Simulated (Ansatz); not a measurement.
# Li2Nb: from a guess to a relaxed structure

Where does this trial cell of Li2Nb go when cell and atoms are let free, and does the end survive a random kick?

Computed with Ansatz 0.2.0 (DFT PBE, scalar-relativistic, plane waves, PAW, unless a step's input says otherwise).

**1. The system as given**

The structure is hexagonal, space group P6/mmm (No. 191). Conventional cell: a = 4.255 Å, b = 4.255 Å, c = 2.711 Å, α = 90.00°, β = 90.00°, γ = 120.00°. Li (site symmetry -6m2) has 5 Li at 2.46 to 2.71 Å and 6 Nb at 2.81 Å as nearest neighbours. Around Nb (site symmetry 6/mmm) lie 2 Nb at 2.71 Å and 12 Li at 2.81 Å.

Coordinates:

```cif
data_structure
_symmetry_space_group_name_H-M 'P6/mmm'
_symmetry_Int_Tables_number 191
_cell_length_a 4.2546
_cell_length_b 4.2546
_cell_length_c 2.7114
_cell_angle_alpha 90.000
_cell_angle_beta 90.000
_cell_angle_gamma 120.000
_cell_volume 42.51
loop_
_atom_site_label
_atom_site_type_symbol
_atom_site_symmetry_multiplicity
_atom_site_Wyckoff_symbol
_atom_site_fract_x
_atom_site_fract_y
_atom_site_fract_z
_atom_site_occupancy
Li1 Li 2 d 0.33333 0.66667 0.50000 1
Nb1 Nb 1 a 0.00000 0.00000 0.00000 1
```

Recipe of the guess: species swapped into a database cell of Li2Pd (P6/mmm, No. 191), with Nb on the Pd sites. The dimensions are guesses.

**2. A first look at the guess**

The input, input.yaml:

```yaml
crystal:
  lattice:
    - [4.25460823, 0.0, 0.0]
    - [-2.12730411, 3.68459881, 0.0]
    - [0.0, 0.0, 2.71140288]
  atoms:
    - { symbol: Li, position: [0.33333333, 0.66666667, 0.5] }
    - { symbol: Li, position: [0.66666667, 0.33333333, 0.5] }
    - { symbol: Nb, position: [0.0, 0.0, 0.0] }
basis:
  ecutwfc: 420
kpoints:
  mp_grid: { grid: [6, 6, 6] }
hamiltonian:
  xc: pbe
scf:
  occupations: { method: gaussian, width: 0.1 }
  lower_state_search: "off"
output:
  forces: true
  stress: true
  eigenvalues: true
```

The run is started by

```sh
$ ansatz run input.yaml --threads 1 --pin off --max-ram 2048MiB --backend cpu --events-out ev --progress --plain --runs-dir out
```

The session goes on with these runs: a loose first relaxation; spin check on a coarse mesh; full relaxation; kick test: the unmoved cell on a coarse mesh; kicked and relaxed without symmetry; the kicked end on a coarse mesh; spin check on a coarse mesh (after the kick); final relaxation (after the kick).

What does the calculation give? Wanted: conventional cell; volume; energy over the elements; gap on the mesh; after the kick; energy gained by the kick.

As calculated:

| quantity | value |
| --- | --- |
| symmetry at the first end (tolerance 0.05 Å) | space group P6/mmm (No. 191) |
| conventional cell | a = 4.732 Å, b = 4.732 Å, c = 2.556 Å, α = 90.00°, β = 90.00°, γ = 120.00° |
| volume | 16.52 Å³/atom |
| energy over the elements | +0.48 eV/atom |
| gap on the mesh | none (metal) |
| after the kick | space group P6/mmm (No. 191), 16.56 Å³/atom, gap on the mesh none (metal) |
| energy gained by the kick | 6 meV/atom |

What this shows: The space group P6/mmm (No. 191) is kept, and the volume per atom grows by 16.6 % from the first guess. With a positive formation energy it can't be a ground state. The first end is not the local ground state: the kicked cell settles 6 meV/atom lower. Other magnetic orders were not searched.
